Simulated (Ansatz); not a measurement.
# CH7BSi2: small, medium and large basis sets

One table from this session's results is given with a row withheld; the runs are named, their logs left out.

Program: Ansatz 0.2.0, Gaussian basis. Level of theory: one geometry, several basis sets. These are calculated values, not measurements.

Levels to be run: PBE0-D4/def2-SVP; ωB97M-V/def2-SVP; PBE0-D4/def2-QZVPP; ωB97M-V/def2-QZVPP; the functionals' def2-TZVPP values are taken from earlier runs.

## Structure used throughout

The geometry comes from an earlier relaxation with PBE0-D4 in a triple-zeta def2 set; it is a stationary point, not always the lowest conformer.

SMILES `[SiH3]B1C[SiH2]1`, 11 atoms, charge 0, spin multiplicity 1.

Atoms are counted from 1 here; the program's logs count them from 0.

Bond lengths: Si1–B2 1.987 Å, Si1–H5 1.490 Å, Si1–H6 1.491 Å, Si1–H7 1.490 Å, B2–C3 1.486 Å, B2–Si4 1.905 Å, C3–Si4 2.032 Å, C3–H8 1.095 Å, C3–H9 1.089 Å, Si4–H10 1.480 Å, Si4–H11 1.487 Å. Angles: B2–Si1–H5 110.5°, B2–Si1–H6 113.8°, B2–Si1–H7 108.9°, H5–Si1–H6 108.2°, H5–Si1–H7 107.4°, H6–Si1–H7 107.9°, Si1–B2–C3 135.0°, Si1–B2–Si4 136.3°, C3–B2–Si4 72.5°, B2–C3–Si4 63.3°, B2–C3–H8 124.8°, B2–C3–H9 122.9°, Si4–C3–H8 85.6°, Si4–C3–H9 139.5°, H8–C3–H9 110.5°, B2–Si4–C3 44.2°, B2–Si4–H10 126.7°, B2–Si4–H11 122.3° and more.

Geometry (Å):

```xyz
11

Si   -0.9816    1.6896   -0.4437
B     0.2819    0.2875    0.1763
C     0.2312   -0.8003    1.1869
Si    1.1215   -1.2431   -0.5857
H    -1.5611    1.3203   -1.7663
H    -2.1057    1.9453    0.5011
H    -0.2348    2.9666   -0.6241
H     1.1078   -1.2669    1.6473
H    -0.6701   -1.0476    1.7454
H     2.3816   -1.8772   -0.1372
H     0.4950   -2.0312   -1.6793
```

The first run:

in.yaml

```yaml
crystal:
  periodic: [false, false, false]
  atoms:
    - {symbol: Si, position_ang: [-0.981551, 1.689564, -0.443701]}
    - {symbol: B, position_ang: [0.281862, 0.287540, 0.176278]}
    - {symbol: C, position_ang: [0.231197, -0.800340, 1.186855]}
    - {symbol: Si, position_ang: [1.121471, -1.243064, -0.585675]}
    - {symbol: H, position_ang: [-1.561148, 1.320344, -1.766283]}
    - {symbol: H, position_ang: [-2.105722, 1.945297, 0.501102]}
    - {symbol: H, position_ang: [-0.234822, 2.966562, -0.624097]}
    - {symbol: H, position_ang: [1.107817, -1.266851, 1.647297]}
    - {symbol: H, position_ang: [-0.670149, -1.047634, 1.745409]}
    - {symbol: H, position_ang: [2.381557, -1.877185, -0.137248]}
    - {symbol: H, position_ang: [0.494986, -2.031234, -1.679334]}
basis:
  gaussian: {orbitals: def2-SVP}
hamiltonian: {xc: pbe0, dispersion: d4}
output: {orbitals: {seedname: orbitals}}
```

Command:

```sh
$ ansatz run in.yaml --threads 2 --pin off --events-out ev --progress --plain --max-ram 4352MiB
```

Steps of the session up to this table: PBE0-D4 in def2-SVP; ωB97M-V in def2-SVP; PBE0-D4 in def2-QZVPP; ωB97M-V in def2-QZVPP.

One of the session's tables, all rows but one given; the rest of the session is left out.

| functional | basis | HOMO (eV) | LUMO (eV) |
| --- | --- | --- | --- |
| PBE0-D4 | def2-SVP | -6.89 | -1.84 |
| PBE0-D4 | def2-TZVPP | -6.88 | -1.87 |
| PBE0-D4 | def2-QZVPP | -6.88 | -1.89 |
| ωB97M-V | def2-SVP | -8.89 | 0.19 |
| ωB97M-V | def2-TZVPP | -8.90 | 0.08 |
| ωB97M-V | def2-QZVPP | ? | ? |

**Question.** Estimate the row for ωB97M-V, def2-QZVPP.

**Answer.** HOMO (eV): -8.90; LUMO (eV): 0.04.
